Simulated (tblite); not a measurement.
# C6H8N3P: the cost of one run

Programs: tblite 0.8.0 and PySCF 2.14.0, with density-fitted response routines of our own. Each step states its level of theory. These are calculated values for one molecule in the gas phase, unless marked as measured. Atoms are numbered from 0 throughout.

## Step 1: The molecule as given

18 atoms, charge 0, multiplicity 1; geometry from: force field or distance geometry start.

Bonds of the start (Å): C0–C1 1.49, C1–C2 1.50, C1–N3 1.49, N3–C4 1.35, C4–P5 1.84, P5–C6 1.71, C6–C7 1.46, C7–N8 1.17, C6–N9 1.29, N9–N3 1.27, C0–H10 1.09, C0–H11 1.12, C0–H12 1.11, C1–H13 1.09, C2–H14 1.11, C2–H15 1.13, C2–H16 1.13, C4–H17 1.08.

## Step 2: Geometry optimisation with GFN2-xTB

Job settings and geometry (Å):

```
{"job": {"kind": "relax", "xc": "GFN2-xTB", "basis": "xTB"}, "charge": 0, "multiplicity": 1}
C     -1.400400     0.109700    -1.309500
C     -1.155600    -0.091000     0.142400
C     -1.410800     1.193000     0.884500
N      0.264300    -0.461400     0.389100
C      0.617900    -1.035300     1.561300
P      2.422800    -1.264000     1.290500
C      2.421800    -0.585900    -0.273900
C      3.501900    -0.371600    -1.232100
N      4.346200    -0.205500    -2.022500
N      1.181500    -0.270400    -0.466100
H     -0.639400     0.742900    -1.762100
H     -2.367700     0.661100    -1.396700
H     -1.572500    -0.852300    -1.839300
H     -1.798800    -0.895800     0.496800
H     -0.454000     1.542100     1.324000
H     -2.211100     1.068000     1.671300
H     -1.718100     1.995100     0.147200
H     -0.036800    -1.272500     2.383600
```

Launch:

```
OMP_NUM_THREADS=1 python probes_run.py task.json out
```

One launch serves the whole session: the jobs run in the order shown.

**Question.** How long does this first job take on 1 thread of Arm Neoverse N1, shared host?

About 2.1 s.
